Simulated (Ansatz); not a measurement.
# Sc₃Al, space group Pm-3m: relaxations under a series of pressures

Computed with Ansatz 0.2.0, Python API.

At the Python prompt:
```pycon
>>> import ansatz as az
>>> import numpy as np
>>> def edges_and_angles(cell):
...     cell = np.asarray(cell)
...     a, b, c = np.linalg.norm(cell, axis=1)
...     cosines = cell[1] @ cell[2] / (b * c), cell[0] @ cell[2] / (a * c), cell[0] @ cell[1] / (a * b)
...     return (a, b, c, *np.degrees(np.arccos(cosines)))
...
>>> lattice = az.Lattice.of(
...     (4.43198782, 0.0, 0.0),
...     (0.0, 4.43198782, 0.0),
...     (0.0, 0.0, 4.43198782),
... )
>>> sites = [
...     ("Sc", (0.5, 0.0, 0.5)),
...     ("Sc", (0.0, 0.5, 0.5)),
...     ("Sc", (0.5, 0.5, 0.0)),
...     ("Al", (0.0, 0.0, 0.0)),
... ]
>>> structure = az.Crystal(lattice=lattice)
>>> for symbol, position in sites:
...     structure = structure.atom(symbol, position)
...
>>> structure.resolved().tree()["lattice"]
((4.43198782, 0.0, 0.0), (0.0, 4.43198782, 0.0), (0.0, 0.0, 4.43198782))
>>> setup = (
...     structure.calculation()
...     .functional("r2scan")
...     .kpoints(6, 6, 6)
...     .occupations(az.OccupationsMethod.GAUSSIAN)  # the run then minimises F = E - TS
... )
>>> # H = F + PV, with 1 GPa A^3 = 1/160.21766 eV
>>> rows = []
>>> for pressure in [0, 10, 20, 30, 40]:
...     result = setup.relax(cell=True, pressure=pressure, force_tolerance=0.03).run(threads=1)
...     cell = result.lattice.cell_ang
...     n_atoms = len(result.lattice.sites)
...     volume = abs(np.linalg.det(cell)) / n_atoms
...     enthalpy = result.report["free_energy_ev"] / n_atoms + pressure * volume / 160.21766
...     rows.append((pressure, volume, enthalpy, *edges_and_angles(cell)))
...     print(f"{pressure} GPa done: {volume:.4f} A^3/atom")
...
DeckWarning: basis.ecutwfc = 500 eV, auto-derived from the records' recommended cutoffs: set by Sc (their level for a meta-GGA)
0 GPa done: 21.6575 A^3/atom
10 GPa done: 19.1835 A^3/atom
20 GPa done: 17.5718 A^3/atom
30 GPa done: 16.3675 A^3/atom
40 GPa done: 15.4164 A^3/atom
>>> print(" P (GPa)  V (A^3/atom)  H (eV/atom)     a       b       c")
 P (GPa)  V (A^3/atom)  H (eV/atom)     a       b       c
>>> for row in rows:
...     print("{:8.1f} {:12.4f} {:14.5f} {:7.4f} {:7.4f} {:7.4f}".format(*row[:6]))
...
     0.0      21.6575    -1740.80473  4.4248  4.4248  4.4248
    10.0      19.1835    -1739.53740  4.2494  4.2494  4.2494
    20.0      17.5718    -1738.39360  4.1269  4.1269  4.1269
    30.0      16.3675    -1737.33620  4.0304  4.0304  4.0304
    40.0      15.4164    -1736.34536  3.9508  3.9508  3.9508
>>> p, v = np.array([row[0] for row in rows], float), np.array([row[1] for row in rows])
>>> print("mean bulk modulus between rows (GPa):", np.round(-np.diff(p) / np.diff(np.log(v)), 1))
mean bulk modulus between rows (GPa): [ 82.4 114.  140.8 167. ]
```

The volume falls from 21.66 Å³ an atom at 0 GPa to 15.42 at 40 GPa, by 28.8 %. Between 0 and 10 GPa, -V dP/dV is about 82 GPa, a mean over that step.

What to keep in mind:
- Absolute energies stand on the zero of these potentials, so only differences at equal settings mean something.
- No spin polarisation was allowed.
- At a fixed pressure a relaxation lowers the enthalpy F + PV, while F alone can rise.
- The mesh is modest for a metal, so energies can be off by several to tens of meV an atom and pressures by half a GPa or more; differences at equal mesh fare better.
- The structure comes from a database of computed cells and needn't be a stable or known phase.
- Warnings are shown shortened and without file and line.
- Symmetry holds the cell in this phase, whether or not it is the stable one at each pressure.
- Timing: 2.2 min on 1 thread of Arm Neoverse V2, on a shared host, peak memory 0.67 GiB.
